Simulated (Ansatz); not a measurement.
SnSe2:

```xyz
3
Lattice="3.8110 0.0000 0.0000 -1.9055 3.3004 0.0000 0.0000 0.0000 6.1360" Properties=species:S:1:pos:R:3 pbc="T T T"
Sn    0.0000    0.0000    0.0000
Se    1.9055    1.1001    4.6081
Se    0.0000    2.2003    1.5279
```

Base run:

```yaml
Program: Ansatz 0.2.0
Functional: HSE06
Potentials_or_basis: Ansatz PAW
Cutoff: "420 eV (not typed: the program's choice for these potentials)"
k_mesh: 5 × 5 × 3
Occupations: fermi-dirac, width 0.05 eV
Spin: no spin polarisation
```

Its results: band gap on the k mesh 1.53 eV, indirect (least direct gap 1.93 eV); pressure 2.9 GPa; largest force 0.304 eV/Å.

After a change of settings the same cell gave: band gap on the k mesh 0.86 eV, indirect (least direct gap 1.20 eV); pressure 7.0 GPa; largest force 0.776 eV/Å. Which change was it?
A. functional from HSE06 to LDA
B. functional from HSE06 to PBE0
C. functional from HSE06 to BLYP
D. functional from HSE06 to revPBE

D.

HSE06 gives the wider gap, since exact exchange removes part of the self-interaction.

Caveats: odd divisions of the mesh miss points on the zone boundary, where band edges often lie, so the gap on the mesh can be too wide; spin-orbit coupling is left out, which moves the levels of the heavy elements; this functional lacks dispersion, which binds the layers, so the pressure and a relaxed spacing across them are unreliable; the PAW data sets come from PBE, with cores solved anew for the run's functional, which leaves a small shift of forces and pressure; the density of states is complete only up to the lowest level of the last band computed; the thresholds are loose for stress (some runs).
